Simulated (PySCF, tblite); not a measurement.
# C5H12BFSi2: geometry, infrared bands and NMR shifts

What infrared bands and NMR shifts should C5H12BFSi2 (`C=CC1(B[SiH2]F)C[SiH2]C1`) show?

Programs: tblite 0.8.0 and PySCF 2.14.0, with density-fitted response routines of our own. Each step states its level of theory. These are calculated values for one molecule in the gas phase, unless marked as measured. Atoms count from 0, in the outputs and in this text.

## Step 1: The starting structure

21 atoms, charge 0, multiplicity 1; geometry from: force field or distance geometry start.

Bonds of the start (Å): C0–C1 1.32, C1–C2 1.50, C2–B3 1.57, B3–Si4 1.93, Si4–F5 1.69, C2–C6 1.51, C6–Si7 1.84, Si7–C8 1.84, C8–C2 1.50, C0–H9 1.09, C0–H10 1.09, C1–H11 1.09, B3–H12 1.21, Si4–H13 1.48, Si4–H14 1.47, C6–H15 1.12, C6–H16 1.11, Si7–H17 1.47, Si7–H18 1.45, C8–H19 1.12, C8–H20 1.10.

## Step 2: Relaxing the molecule with GFN2-xTB

Job settings and geometry (Å):

```
{"job": {"kind": "relax", "xc": "GFN2-xTB", "basis": "xTB"}, "charge": 0, "multiplicity": 1}
C     -1.280600     2.324700     0.296200
C     -0.069800     1.816600     0.211400
C      0.211700     0.342600     0.178600
B     -1.099200    -0.465200     0.474600
Si    -1.931100    -1.737700    -0.712000
F     -2.305200    -3.113800     0.192800
C      1.285900    -0.023600     1.169000
Si     2.346500    -0.827600    -0.107500
C      0.976500    -0.041300    -1.056000
H     -1.364000     3.412700     0.328800
H     -2.194900     1.727500     0.330000
H      0.794800     2.476100     0.191800
H     -1.565600    -0.385800     1.585000
H     -1.022100    -2.112000    -1.815000
H     -3.223300    -1.198700    -1.173700
H      1.759800     0.852000     1.690400
H      0.921400    -0.787400     1.893500
H      2.326300    -2.300900    -0.160600
H      3.641900    -0.191000    -0.181000
H      1.344000     0.898000    -1.544700
H      0.438000    -0.648300    -1.792000
```

On the command line:

```bash
$ OMP_NUM_THREADS=1 python probes_run.py task.json out
```

The driver reads the jobs from task.json and runs them one after another.

**Question.** This job is followed by: GFN2-xTB harmonic vibrations, gas phase; GIAO PBE0/pcSseg-1 NMR shielding, non-relativistic, gas phase. Predict these results of the whole session: strongest single infrared mode (GFN2-xTB); zero-point energy (GFN2-xTB); 13C shifts against TMS (PBE0/pcSseg-1, means over atoms taken as alike); 1H shifts against TMS (PBE0/pcSseg-1, means over atoms taken as alike); 11B shifts against BF3·OEt2 (PBE0/pcSseg-1); 29Si shifts against TMS (PBE0/pcSseg-1); 19F shifts against CFCl3 (PBE0/pcSseg-1).

**Answer**, as computed:

| quantity | value |
| --- | --- |
| strongest single infrared mode (GFN2-xTB) | 2184 cm⁻¹, 419 km/mol |
| zero-point energy (GFN2-xTB) | 94.1 kcal/mol |
| 13C shifts against TMS (PBE0/pcSseg-1, means over atoms taken as alike) | 158.0, 120.4, 53.1, 10.2 ppm |
| 1H shifts against TMS (PBE0/pcSseg-1, means over atoms taken as alike) | 7.10, 6.85, 5.81, 5.26, 5.13, 5.11, 4.84, 1.15, 0.85 ppm |
| 11B shifts against BF3·OEt2 (PBE0/pcSseg-1) | 66.7 ppm |
| 29Si shifts against TMS (PBE0/pcSseg-1) | 2.3, -41.6 ppm |
| 19F shifts against CFCl3 (PBE0/pcSseg-1) | -264.3 ppm |

In words: Relaxing lowered the energy by 0.751 eV in 149 steps; the close pair that moved most is C2–C6, from 1.506 to 1.581 Å. No mode is imaginary among the 57: a minimum at this level. The strongest single mode, at 2184 cm⁻¹, moves mainly H13. GFN2-xTB is a fitted tight-binding method: band positions and strengths are rough. Its intensities can rank the bands wrongly. The most deshielded carbon is C1 (alkene CH), at 158.0 ppm: the olefinic region.
